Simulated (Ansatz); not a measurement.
**doublet B2NH2OF+: levels of theory compared**

We compute a comparison of 6 runs (U-r2SCAN/def2-SVP, U-wB97M-V/def2-SVP, UCAM-B3LYP/def2-SVP, UPBE/def2-SVP, RPA@PBE/def2-SVP, RPA@PBE0/def2-SVP) of doublet B2NH2OF+. 

The results are computed with Ansatz 0.2.0.

127 further runs of the same task are left out: 127 set aside as unsound or not needed.

## (1) The structure to begin with

B2NH2OF+ has 7 atoms, charge +1, and is taken as a doublet. SMILES of the parent species: `OB1NB1F`. The shape is that of a PBE0-D4/def2-TZVP optimisation. This is one conformer, not always the lowest. That shape belongs to the parent species and isn't relaxed for this state.

Bond lengths: O1–B2 1.347 Å, B2–N3 1.423 Å, B2–B4 1.598 Å, N3–B4 1.403 Å, B4–F5 1.317 Å, O1–H6 0.959 Å, N3–H7 1.012 Å. Angles: O1–B2–N3 134.0°, O1–B2–B4 171.0°, N3–B2–B4 55.0°, B2–N3–B4 68.8°, B2–B4–N3 56.2°, B2–B4–F5 168.4°, N3–B4–F5 135.4°, B2–O1–H6 112.9°, B2–N3–H7 144.6°, B4–N3–H7 146.6°.

## (2) A single-point energy at U-r2SCAN/def2-SVP (run 1)

in.yaml reads:

```yaml
basis:
  gaussian: {orbitals: def2-SVP}
crystal:
  periodic: [false, false, false]
  atoms:
    - symbol: O
      position_ang: [-1.276700, 0.176400, 1.308100]
    - symbol: B
      position_ang: [-0.379000, 0.150200, 0.304200]
    - symbol: N
      position_ang: [0.632200, -0.768200, -0.094800]
    - symbol: B
      position_ang: [0.587000, 0.339700, -0.954100]
    - symbol: F
      position_ang: [1.250000, 0.724100, -2.025300]
    - symbol: H
      position_ang: [-1.829400, 0.960200, 1.293400]
    - symbol: H
      position_ang: [1.077200, -1.650400, 0.122900]
total_charge: 1
magnetization: {spin_polarized: true, initial_magnetization: 1}
hamiltonian: {xc: r2scan}
accuracy: high
output: {orbitals: {seedname: orbitals}}
```

Launch:

```bash
$ ansatz run in.yaml --threads 1 --pin off --max-ram 3480MiB --events-out events.jsonl --progress --plain --runs-dir runs
```

What it wrote:

```text
Warning: RAYON_NUM_THREADS=1 ignored (pool sized by the plan → 1); use --threads N
Functional definition: r2SCAN
  name "r2SCAN"
  parameter k0 = 0.174
  parameter k1 = 0.065
  parameter a1 = 4.9479
  exchange = r2scan_x(k0 = k0, k1 = k1, a1 = a1)
  correlation = r2scan_c
1778 factors; integrals over basis functions are off by at most 3.4e-9 eV
mean field evaluation 1: about -7607.4018 eV, gradient 6.7e1 eV
mean field evaluation 2: about -7560.3797 eV, gradient 1.2e2 eV
mean field evaluation 4: about -7622.4521 eV, gradient 1.1e1 eV
mean field evaluation 8: about -7622.8845 eV, gradient 1.0e-1 eV
mean field evaluation 16: about -7622.8906 eV, gradient 3.4e-4 eV
mean field -7622.89062543 eV, -280.1360635035 hartree, gradient 2.9e-8 eV, S^2 0.753320; 0 other end points of the search recorded, 0 dependent functions left out
reference -7622.89062756 eV, -280.1360635819 hartree; 18, 17 occupied and 62, 63 virtual orbitals, 1778 factors
Total energy: -7622.89062756 eV, -280.1360635819 hartree
```

Wall time 17 s (1 thread of Arm Neoverse V2, shared host); peak memory 0.37 GiB.

## (3) A single-point energy at U-wB97M-V/def2-SVP (run 2)

job.yaml reads:

```yaml
crystal:
  periodic: [false, false, false]
  atoms:
    - {symbol: O, position_ang: [-1.276700, 0.176400, 1.308100]}
    - {symbol: B, position_ang: [-0.379000, 0.150200, 0.304200]}
    - {symbol: N, position_ang: [0.632200, -0.768200, -0.094800]}
    - {symbol: B, position_ang: [0.587000, 0.339700, -0.954100]}
    - {symbol: F, position_ang: [1.250000, 0.724100, -2.025300]}
    - {symbol: H, position_ang: [-1.829400, 0.960200, 1.293400]}
    - {symbol: H, position_ang: [1.077200, -1.650400, 0.122900]}
basis:
  gaussian:
    orbitals: def2-SVP
total_charge: 1
magnetization:
  spin_polarized: true
  initial_magnetization: 1
hamiltonian:
  xc: {name: wB97M-V}
accuracy: high
output: {orbitals: {seedname: orbitals}}
```

Launch:

```bash
$ ansatz run job.yaml --threads 1 --pin off --max-ram 3480MiB --events-out events.jsonl --progress --plain --runs-dir runs
```

What it wrote (excerpt; [...] marks lines left out):

```text
Warning: RAYON_NUM_THREADS=1 ignored (pool sized by the plan → 1); use --threads N
Functional definition: wB97M-V
  name "wB97M-V"
[...]
  gx(w, u) = 1 - cx + cx01*u + cx10*w
  gss(w, u) = css00 + css04*u^4 + css10*w + css20*w^2 + css43*w^4*u^3
  gos(w, u) = cos00 + cos10*w + (cos20 + cos21*u)*w^2 + (cos60 + cos61*u)*w^6
[...]
      + integral(e_c_pw_mod_opposite_spin*gos(b97_w_opposite, b97_u_opposite)) + vv10(b, c)
1778 factors; integrals over basis functions are off by at most 3.4e-9 eV
318 factors; integrals over basis functions are off by at most 2.1e-9 eV
[...]
mean field -7624.24454265 eV, -280.1858190437 hartree, gradient 6.9e-8 eV, S^2 0.752176; 2 other end points of the search recorded, 0 dependent functions left out
reference -7624.24454660 eV, -280.1858191888 hartree; 18, 17 occupied and 62, 63 virtual orbitals, 1778 factors
Total energy: -7624.24454660 eV, -280.1858191888 hartree
```

Run time: 99 s. Hardware: 1 thread of Arm Neoverse V2, shared host; peak memory 0.82 GiB.

Run 3 isn't shown in full; the table further down has it.

## (4) A single-point energy at UPBE/def2-SVP (run 4)

in.yaml reads:

```yaml
crystal:
  periodic: [false, false, false]
  atoms:
    - {symbol: O, position_ang: [-1.276700, 0.176400, 1.308100]}
    - {symbol: B, position_ang: [-0.379000, 0.150200, 0.304200]}
    - {symbol: "N", position_ang: [0.632200, -0.768200, -0.094800]}
    - {symbol: B, position_ang: [0.587000, 0.339700, -0.954100]}
    - {symbol: F, position_ang: [1.250000, 0.724100, -2.025300]}
    - {symbol: H, position_ang: [-1.829400, 0.960200, 1.293400]}
    - {symbol: H, position_ang: [1.077200, -1.650400, 0.122900]}
basis:
  gaussian:
    orbitals: def2-SVP
accuracy: high
output: {orbitals: {seedname: orbitals}}
hamiltonian:
  xc: pbe
magnetization:
  spin_polarized: true
  initial_magnetization: 1
total_charge: 1
```

Launch:

```bash
$ ansatz run in.yaml --threads 1 --pin off --max-ram 3480MiB --events-out events.jsonl --progress --plain --runs-dir runs
```

What it wrote:

```text
Warning: RAYON_NUM_THREADS=1 ignored (pool sized by the plan → 1); use --threads N
Functional definition: PBE
  name "PBE"
  parameter kappa = 0.804
  parameter beta = 0.06672455060314922
  exchange = pbe_x(kappa = kappa, mu = beta*pi^2/3)
  correlation = pbe_c(beta = beta)
1778 factors; integrals over basis functions are off by at most 3.4e-9 eV
mean field evaluation 1: about -7600.2286 eV, gradient 7.2e1 eV
mean field evaluation 2: about -7530.0223 eV, gradient 1.4e2 eV
mean field evaluation 4: about -7617.1093 eV, gradient 1.8e1 eV
mean field evaluation 8: about -7618.3558 eV, gradient 1.5e-1 eV
mean field evaluation 16: about -7618.3543 eV, gradient 7.5e-5 eV
mean field -7618.35430028 eV, -279.9693566292 hartree, gradient 5.5e-8 eV, S^2 0.751757; 1 other end points of the search recorded, 0 dependent functions left out
reference -7618.35430337 eV, -279.9693567429 hartree; 18, 17 occupied and 62, 63 virtual orbitals, 1778 factors
Total energy: -7618.35430337 eV, -279.9693567429 hartree
```

Wall time 8.1 s (1 thread of Arm Neoverse V2, shared host); peak memory 0.24 GiB.

Run 5 isn't shown in full; the table further down has it.

## (5) The energy at RPA@PBE0/def2-SVP (run 6)

job.yaml reads:

```yaml
crystal:
  periodic: [false, false, false]
  atoms:
    - {symbol: O, position_ang: [-1.276700, 0.176400, 1.308100]}
    - {symbol: B, position_ang: [-0.379000, 0.150200, 0.304200]}
    - {symbol: "N", position_ang: [0.632200, -0.768200, -0.094800]}
    - {symbol: B, position_ang: [0.587000, 0.339700, -0.954100]}
    - {symbol: F, position_ang: [1.250000, 0.724100, -2.025300]}
    - {symbol: H, position_ang: [-1.829400, 0.960200, 1.293400]}
    - {symbol: H, position_ang: [1.077200, -1.650400, 0.122900]}
basis:
  gaussian: {orbitals: def2-SVP}
total_charge: 1
magnetization: {spin_polarized: true, initial_magnetization: 1}
hamiltonian: {xc: pbe0}
correlation: {method: rpa, frozen_orbitals: {B: 1, F: 1, H: 0, "N": 1, O: 1}}
accuracy: high
```

Launch:

```bash
$ ansatz run job.yaml --threads 1 --pin off --max-ram 3480MiB --events-out events.jsonl --progress --plain --runs-dir runs
```

What it wrote (excerpt; [...] marks lines left out):

```text
Warning: RAYON_NUM_THREADS=1 ignored (pool sized by the plan → 1); use --threads N
Functional definition: PBE0
  name "PBE0"
[...]
1778 factors; integrals over basis functions are off by at most 3.4e-9 eV
[...]
mean field -7618.35899285 eV, -279.9695290779 hartree, gradient 6.2e-8 eV, S^2 0.752859; 1 other end points of the search recorded, 0 dependent functions left out
5 core orbitals not correlated: weight in the atoms' cores, before any rotation towards them, 1.000 or more for the frozen orbitals, at most 0.000 for the correlated occupied ones
reference -7587.13249114 eV, -278.8219763064 hartree; 13, 12 occupied and 62, 63 virtual orbitals, 1778 factors
Total energy: -7612.59685288 eV, -279.7577743400 hartree
```

It took 17 s on 1 thread of Arm Neoverse V2, shared host; peak memory 0.41 GiB.

## (6) All runs side by side

```csv
run,level,frozen core orbitals,energy (Eh),HOMO energy (eV),LUMO energy (eV),⟨S²⟩,wall time
1,U-r2SCAN/def2-SVP,–,-280.136064,-14.88,-12.72,0.753,17 s
2,U-wB97M-V/def2-SVP,–,-280.185819,-18.12,-10.38,0.752,99 s
3,UCAM-B3LYP/def2-SVP,–,-280.166121,-17.43,-11.14,0.753,13 s
4,UPBE/def2-SVP,–,-279.969357,-14.48,-13.03,0.752,8.1 s
5,RPA@PBE/def2-SVP,5,-279.831252,–,–,0.752,15 s
6,RPA@PBE0/def2-SVP,5,-279.757774,–,–,0.753,17 s
```

## (7) Outcome

| quantity | value |
| --- | --- |
| run 6: total energy | -279.75777 Eh |
| run 6: RPA correlation energy (valence) | -935.8 mEh |
| run 6: ⟨S²⟩ of the reference determinant | 0.753 |

In words: Totals of different functionals can't be ranked against each other. All runs together took 2.8 min, the longest 99 s.
